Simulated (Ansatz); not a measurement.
# W: a trigonal deformation path

An exercise on one series of results from a longer session: the logs are not shown, and one member is left open.

Computed with Ansatz 0.2.0 (DFT PBEsol, scalar-relativistic, plane waves, PAW, unless a step's input says otherwise).

## The starting structure

The structure is cubic, space group Fm-3m (No. 225). Conventional cell: a = 4.060 Å, b = 4.060 Å, c = 4.060 Å, α = 90.00°, β = 90.00°, γ = 90.00°. W (site symmetry m-3m) has 12 W at 2.87 Å in its first shell of neighbours.

Coordinates:

```xyz
1
Lattice="0.0000 2.0300 2.0300 2.0300 0.0000 2.0300 2.0300 2.0300 0.0000" Properties=species:S:1:pos:R:3 pbc="T T T"
W     0.0000    0.0000    0.0000
```

The cell is taken as given, not relaxed at this level.

## Zero of energy

Reference values: F = -10256.0464 eV; pressure -12.74 GPa; largest force 0.000 eV/Å; gap on the mesh none (metal). It was computed beforehand with the settings of the runs below.

The first run:

At fixed volume and fractional coordinates, lengths along (0.577, 0.577, 0.577) are scaled against those across it; ρ is that ratio over its starting value.

The input, input.yaml:

```yaml
crystal:
  lattice:
    - [-0.8525465771, 1.7050931542, 1.7050931542]
    - [1.7050931542, -0.8525465771, 1.7050931542]
    - [1.7050931542, 1.7050931542, -0.8525465771]
  atoms:
    - { symbol: W, position: [0.0, 0.0, 0.0] }
basis:
  ecutwfc: 420
kpoints:
  mp_grid: { grid: [22, 22, 22] }
hamiltonian:
  xc: pbesol
scf:
  occupations: { method: gaussian, width: 0.15 }
output:
  forces: true
  stress: true
  eigenvalues: true
```

Launch:

```sh
$ ansatz run input.yaml --threads 1 --pin off --max-ram 2560MiB --backend cpu --events-out ev --progress --plain --runs-dir out
```

Steps of the session up to this table: At ρ = 0.500; Point ρ = 2.000; ρ = 0.710; At ρ = 1.410; Point ρ = 0.600; Point ρ = 0.850; ρ = 1.200; At ρ = 1.700; At ρ = 0.930; At ρ = 1.080.

One table of the session follows, with a row left open; its other results are not shown here.

Collected from the runs (energy zero: the undisturbed cell):

| ρ | ΔE (meV/atom) | pressure (GPa) |
| --- | --- | --- |
| 0.500 | 1022.9 | 16.0 |
| 0.600 | 752.4 | 10.4 |
| 0.710 | ? | ? |
| 0.850 | -76.1 | -10.0 |
| 0.930 | -38.9 | -12.0 |
| 1.000 | 0.0 | -12.7 |
| 1.080 | -14.6 | -11.7 |
| 1.200 | 115.7 | -5.3 |
| 1.410 | 870.5 | 18.0 |
| 1.700 | 2499.6 | 65.6 |
| 2.000 | 4482.4 | 122.0 |

Estimate the missing values for ρ = 0.710.

Worked estimate for «ΔE (meV/atom)». A straight line through the neighbours (0.600, 752.4) and (0.850, -76.1) gives 752.4 + (-76.1 − 752.4) × (0.710 − 0.600) / (0.850 − 0.600) = 387.9; a parabola fitted to 4 rows on both sides gives 327.7.

The run gave: ΔE (meV/atom): 237.6; pressure (GPa): -0.8. In «ΔE (meV/atom)» the line misses by +150.3 and the parabola by +90.1.
